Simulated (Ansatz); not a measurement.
# ClH2InO: the cost of one run

Program: Ansatz 0.2.0. Level of theory: RKS B3LYP/def2-SVP. These are calculated values, not measurements.

## 1. Starting point

Bond lengths: In1–O3 2.254 Å, H2–O3 0.956 Å, In1–Cl5 2.743 Å. Angles: In1–O3–H2 79.8°, O3–In1–Cl5 68.9°.

Coordinates:

```xyz
5

In    0.0610    0.6111   -1.6013
H    -0.7094   -0.4639    0.2649
O    -0.2498   -1.1453   -0.2231
H     0.2182   -0.2686    0.5704
Cl    0.6801    1.2666    0.9891
```

## 2. Pulling towards end A

Springs on the bonds that form and break draw the guess towards this end; the thresholds are loose.

Contents of input.yaml:

```yaml
crystal:
  periodic: [false, false, false]
  atoms:
    - { symbol: In, position_ang: [0.061, 0.6111, -1.6013] }
    - { symbol: H, position_ang: [-0.7094, -0.4639, 0.2649] }
    - { symbol: O, position_ang: [-0.2498, -1.1453, -0.2231] }
    - { symbol: H, position_ang: [0.2182, -0.2686, 0.5704] }
    - { symbol: Cl, position_ang: [0.6801, 1.2666, 0.9891] }
basis:
  gaussian: { orbitals: def2-SVP }
hamiltonian:
  xc: b3lyp
relax:
  f_tol: 0.15
  max_steps: 25
  restrain:
    - { distance: [3, 1], at: 1.92, k: 30.0 }
    - { distance: [0, 1], at: 1.73, k: 30.0 }
    - { distance: [3, 2], at: 0.97, k: 30.0 }
```

Launch:

```sh
$ ansatz run input.yaml --threads 1 --pin off --max-ram 2048MiB --backend cpu --events-out ev --progress --plain --runs-dir out
```

What time and memory should one allow on 1 thread of Arm Neoverse V1, shared host?

About 60 s, with a peak of 0.14 GiB.
